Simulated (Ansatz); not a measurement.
VWC2:

```xyz
4
Lattice="1.5170 0.8759 4.9339 -1.5170 0.8759 4.9339 0.0000 -1.7517 4.9339" Properties=species:S:1:pos:R:3 pbc="T T T"
W     0.0000    0.0000    0.0000
V     0.0000    0.0000    7.4008
C     0.0000    0.0000    3.6485
C     0.0000    0.0000   11.1532
```

The cell comes from a database or a generator and needn't be the stable form of this composition.

| Quantity | Value |
| --- | --- |
| Program | Ansatz 0.2.0 |
| Task | relaxation of cell and atoms |
| Functional | PBEsol |
| Dispersion | D3(BJ)-ATM |
| Potentials or basis | Ansatz PAW |
| Cutoff | 420 eV (not typed: the program's choice for these potentials) |
| k mesh | 10 × 10 × 10 |
| Occupations | fermi-dirac, width 0.05 eV |
| Spin | collinear spin, ferromagnetic start |
| Starting moments | [0.0, 2.0, 0.0, 0.0] μB |

At the start: volume 9.83 Å³/atom.

Problem. How do energy, volume and symmetry change on relaxing?

Solution. It ends after 8 steps and the volume is 9.38 Å³/atom (-4.7 %); space group R-3m (No. 166, to 0.05 Å); moment 0.00 μB per cell.

The path:
```
step  energy change (eV)  largest force (eV/Å)  volume (Å³)
   1              0.0000                0.1085        39.33
   2             -0.0933                0.3387        37.35
   3             -0.0982                0.0691        37.55
   4             -0.0985                0.0037        37.52
   5             -0.0985                0.0001        37.51
   6             -0.0953                0.0000        37.51
   7             -0.0953                0.0000        37.50
   8             -0.0953                0.0001        37.50
```

Final structure:
```cif
data_structure
_symmetry_space_group_name_H-M 'P 1'
_symmetry_Int_Tables_number 1
_cell_length_a 5.1462
_cell_length_b 5.1462
_cell_length_c 5.1462
_cell_angle_alpha 33.759
_cell_angle_beta 33.759
_cell_angle_gamma 33.759
_cell_volume 37.50
loop_
_atom_site_label
_atom_site_type_symbol
_atom_site_fract_x
_atom_site_fract_y
_atom_site_fract_z
_atom_site_occupancy
W1 W 0.00000 0.00000 0.00000 1
V1 V 0.50000 0.50000 0.50000 1
C1 C 0.24615 0.24615 0.24615 1
C2 C 0.75385 0.75385 0.75385 1
```

Caveat: the plane-wave basis is chosen anew once the cell has moved, so the energies of steps on either side of that aren't comparable; the pressure holds a Pulay correction of +0.4 GPa for the finite cutoff; pairwise dispersion overbinds metals, which lowers pressure and volume; the PAW data sets come from PBE, with cores solved anew for the run's functional, which leaves a small shift of forces and pressure; the starting moments weren't kept.
